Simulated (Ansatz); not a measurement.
# CH5BO2: ladder of methods at one geometry in Python

How do the methods compare on CH5BO2, in result and in cost? A script is to give a ladder of methods at one geometry; the system is CH5BO2.

Program: Ansatz 0.2.0 through its Python package. The levels of theory stand in the script. These are calculated values, not measurements.

### Step 1. Starting point

Bond lengths: B1–O2 1.423 Å, O2–C3 1.379 Å, C3–O4 1.420 Å, B1–H5 1.229 Å, B1–H6 1.200 Å, C3–H7 1.151 Å, C3–H8 1.159 Å, O4–H9 1.053 Å. Angles: B1–O2–C3 107.0°, O2–B1–H5 120.3°, O2–B1–H6 123.7°, H5–B1–H6 115.5°, O2–C3–O4 113.5°, O2–C3–H7 113.8°, O2–C3–H8 114.0°, O4–C3–H7 105.7°, O4–C3–H8 103.9°, H7–C3–H8 105.0°, C3–O4–H9 101.2°.

The script holds or builds the structure itself.

### Step 2. Script

Contents of ch5bo2_methods.py:

```python
# -*- coding: utf-8 -*-
"""One geometry of CH5BO2, method by method."""

import ansatz as az

BASIS = "def2-SVP"

mol = (
    az.Crystal.molecule()
    .atom("B", [-1.0676, 1.0977, 0.0324])
    .atom("O", [-0.7501, -0.2471, -0.3087])
    .atom("C", [0.6061, -0.4034, -0.112])
    .atom("O", [1.0754, -1.7095, -0.4145])
    .atom("H", [-1.0971, 1.9669, -0.8364])
    .atom("H", [-1.4566, 1.4361, 1.1161])
    .atom("H", [0.9465, -0.1932, 0.9676])
    .atom("H", [1.2609, 0.2883, -0.7726])
    .atom("H", [0.571, -2.282, 0.3109])
)

calc = mol.calculation().basis(gaussian=BASIS)

methods = ["mp2", "ccsd", "ccsd_t"]
reports = [calc.correlation(m).run(threads=1).report for m in methods]
print(f"Hartree-Fock reference {reports[0]['reference_energy_ev'] / 27.211386246:.6f} Ha")
best = reports[-1]["free_energy_ev"] - reports[-1]["reference_energy_ev"]
for method, each in zip(methods, reports):
    gained = each["free_energy_ev"] - each["reference_energy_ev"]
    print(f"{method:8s} total {each['free_energy_ev'] / 27.211386246:.6f} Ha  correlation {gained:9.4f} eV  ({100 * gained / best:.1f} % of the last)")
```

### Step 3. The input behind the calls

The engine receives this input (first run):

```yaml
crystal:
  periodic: [false, false, false]
  atoms:
    - { symbol: B, position_ang: [-1.0676, 1.0977, 0.0324] }
    - { symbol: O, position_ang: [-0.7501, -0.2471, -0.3087] }
    - { symbol: C, position_ang: [0.6061, -0.4034, -0.112] }
    - { symbol: O, position_ang: [1.0754, -1.7095, -0.4145] }
    - { symbol: H, position_ang: [-1.0971, 1.9669, -0.8364] }
    - { symbol: H, position_ang: [-1.4566, 1.4361, 1.1161] }
    - { symbol: H, position_ang: [0.9465, -0.1932, 0.9676] }
    - { symbol: H, position_ang: [1.2609, 0.2883, -0.7726] }
    - { symbol: H, position_ang: [0.571, -2.282, 0.3109] }
basis:
  gaussian:
    orbitals: def2-SVP
correlation:
  method: mp2
```

### Step 4. Launch

On the command line:

```sh
> python ch5bo2_methods.py
```

The program printed:

```text
Hartree-Fock reference -214.994418 Ha
mp2      total -215.593292 Ha  correlation  -16.2962 eV  (91.9 % of the last)
ccsd     total -215.629864 Ha  correlation  -17.2914 eV  (97.6 % of the last)
ccsd_t   total -215.645799 Ha  correlation  -17.7250 eV  (100.0 % of the last)
```

Wall time 12 s (1 thread of Arm Neoverse V1, shared host); peak memory 0.32 GiB.

### Step 5. What changed from run to run

The engine's inputs for the other runs:

Run 2, against run 1:

```diff
@@ -17 +17 @@
-  method: mp2
+  method: ccsd
```

Run 3, against run 1:

```diff
@@ -17 +17 @@
-  method: mp2
+  method: ccsd_t
```

Lines on the test bed's own set-up are left out of the output.

A comment line of the script is reworded here; the code is as run.

### Step 6. The engine's runs

From the records of these 3 runs:

```
run  method  energy (eV)  iterations in all  CPU time (s)
  1     mp2   -5866.5923                 12          0.93
  2    ccsd   -5867.5875                 18           4.1
  3  ccsd_t   -5868.0211                 18           5.9
```

Correlation energies (total less mean field):

| method | correlation (eV) | share of the last | miss against the last (eV) | CPU time (s) |
| --- | --- | --- | --- | --- |
| mp2 | -16.296 | 91.9 % | +1.429 | 0.93 |
| ccsd | -17.291 | 97.6 % | +0.434 | 4.1 |
| ccsd_t | -17.725 | 100.0 % | +0.000 | 5.9 |

### Step 7. What came out

| quantity | value |
| --- | --- |
| runs compared | 3 |
| correlation energy, last run | -17.725 eV |

What this shows: mp2 catches 92 % of the correlation energy of ccsd_t. In CPU time, run 3 (ccsd_t) cost about 6.4 times as much as run 1 (mp2). What to keep in mind:
- The geometry is a force-field or estimated start, not a minimum of this method, and the basis set is short of its limit. A lower total doesn't mark the better method: functionals have no common bound, and MP2 and coupled cluster aren't variational.
- Inner cores stay frozen, so this is valence correlation.
